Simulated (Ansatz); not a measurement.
NiAu₃, space group Pm-3m: an equation of state with a fit, run with Ansatz 0.2.0 through its Python package.

`eos.py`:
```python
"""Energy against volume for NiAu3, with a fit."""

import ansatz as az
import numpy as np

vectors0 = np.array([
    [4.028168, 0.0, 0.0],
    [0.0, 4.028168, 0.0],
    [0.0, 0.0, 4.028168],
])
sites = [
    ("Ni", (0.0, 0.0, 0.0), 1.5),
    ("Au", (0.5, 0.0, 0.5), 0.0),
    ("Au", (0.0, 0.5, 0.5), 0.0),
    ("Au", (0.5, 0.5, 0.0), 0.0),
]


def crystal_on(cell):
    crystal = az.Crystal(lattice=az.Lattice.of(cell))
    for symbol, position, moment in sites:
        crystal = crystal.atom(symbol, position, moment=moment or None)
    return crystal


def main() -> None:
    # uniform scaling of the cell
    volumes, energies = [], []
    for scale in np.linspace(0.92, 1.08, 7):
        cell = vectors0 * scale ** (1 / 3)
        base = (
            crystal_on(cell).calculation()
            .functional("pbesol")
            .spin("collinear")
            .occupations(az.OccupationsMethod.FERMI_DIRAC)
            .basis(500)  # cutoff of the orbital basis
            .kpoints(6, 6, 6)  # the mesh must be finer for metals
        )
        summary = base.run(threads=1).report
        volumes.append(abs(np.linalg.det(cell)) / len(sites))
        energies.append(summary["free_energy_ev"] / len(sites))
        print(f"V = {volumes[-1]:8.4f} A^3/atom  F = {energies[-1]:.5f} eV/atom")

    # third-order Birch-Murnaghan: a cubic in V^(-2/3)
    x = np.array(volumes) ** (-2 / 3)
    poly = np.polynomial.Polynomial.fit(x, energies, 3).convert()
    roots = poly.deriv().roots()
    x0 = min((r.real for r in roots if abs(r.imag) < 1e-9 and poly.deriv(2)(r.real) > 0), key=lambda r: abs(r - x.mean()))
    v0 = x0 ** -1.5
    b0 = 4 / 9 * poly.deriv(2)(x0) * v0 ** (-7 / 3) * 160.21766
    b1 = 4 + 2 / 3 * x0 * poly.deriv(3)(x0) / poly.deriv(2)(x0)
    print(f"V0 = {v0:.4f} A^3/atom, B0 = {b0:.1f} GPa, dB/dP = {b1:.2f}")


if __name__ == "__main__":
    main()
```

Its results, one of them left out:

| V (Å³/atom) | F less the lowest row shown (meV/atom) |
| --- | --- |
| 15.033 | 4.63 |
| 15.469 | 0.00 |
| 15.905 | 9.13 |
| 16.340 | 29.63 |
| 16.776 | 59.49 |
| 17.212 | 97.02 |
| 17.648 | ? |

What is the missing energy at 17.648 Å³ an atom?

A third-order Birch-Murnaghan fit, E = E0 + (9 V0 B0 / 16) [(t - 1)³ B' + (t - 1)² (6 - 4t)] with t = (V0/V)^(2/3), through the 6 rows shown gives V0 = 15.385 Å³, B0 = 184.9 GPa, B' = 5.72 and E0 = -0.26 meV. At V = 17.648 Å³, t = 0.91259, and the fit extrapolates to 140.82 meV. The run gave 140.77 meV, a miss of 0.04 meV.

Notes:
- The SCF didn't keep the moments it started from (some shrank, vanished or turned); what is printed is the state reached.
- For a metal this k-point mesh is coarse: on a finer one energies can move by several to tens of meV an atom and pressures by half a GPa or more, differences at one mesh by less.
- Spin-orbit coupling, which matters for elements this heavy, is left out.
- This cell is a computed structure, which may not be the phase found in nature.
- Hardware and time: 79 s on 1 thread of Intel(R) Xeon(R) Platinum 8124M CPU @ 3.00GHz (Skylake/Cascade Lake), on a shared host, peak memory 0.55 GiB.
